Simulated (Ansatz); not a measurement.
# LiRe3 under changes of volume

One of the cells (14.227 Å³/atom); the others are scaled copies at fixed shape and fractional positions:

```xyz
4
Lattice="0.0000 3.0529 3.0529 3.0529 0.0000 3.0529 3.0529 3.0529 0.0000" Properties=species:S:1:pos:R:3 pbc="T T T"
Re    3.0529    3.0529    3.0529
Re    1.5264    1.5264    1.5264
Re    4.5793    4.5793    4.5793
Li    0.0000    0.0000    0.0000
```

The cell comes from a database or a generator and needn't be the stable form of this composition.

```yaml
Program: Ansatz 0.2.0
Functional: PBE
Potentials_or_basis: Ansatz PAW
Cutoff: "420 eV (not typed: the program's choice for these potentials)"
k_mesh: 8 × 8 × 8
Occupations: fermi-dirac, width 0.05 eV
Spin: no spin polarisation
```

```tsv
volume (Å³/atom)	energy over the lowest point (meV/atom)	pressure (GPa)
13.373	30.72	15.2
13.657	9.77	8.6
13.942	0.00	2.6
14.227	0.30	-2.8
14.511	?	?
14.796	27.04	-11.9
15.080	51.73	-15.8
```

Q: What does the run at 14.511 Å³/atom give?

A: Energy over the lowest point 9.63 meV/atom; pressure -7.6 GPa.

Worked out: A Birch-Murnaghan fit of order 3 (a polynomial in V^(-2/3)) to the other rows has its minimum at 14.07 Å³/atom with B0 = V·E''(V) = 266 GPa and B' = 4.3. It gives 9.59 meV/atom at 14.511 Å³/atom, against the run's 9.63, and -dE/dV = -7.6 GPa, against -7.6.

Energies are extrapolated to zero smearing.
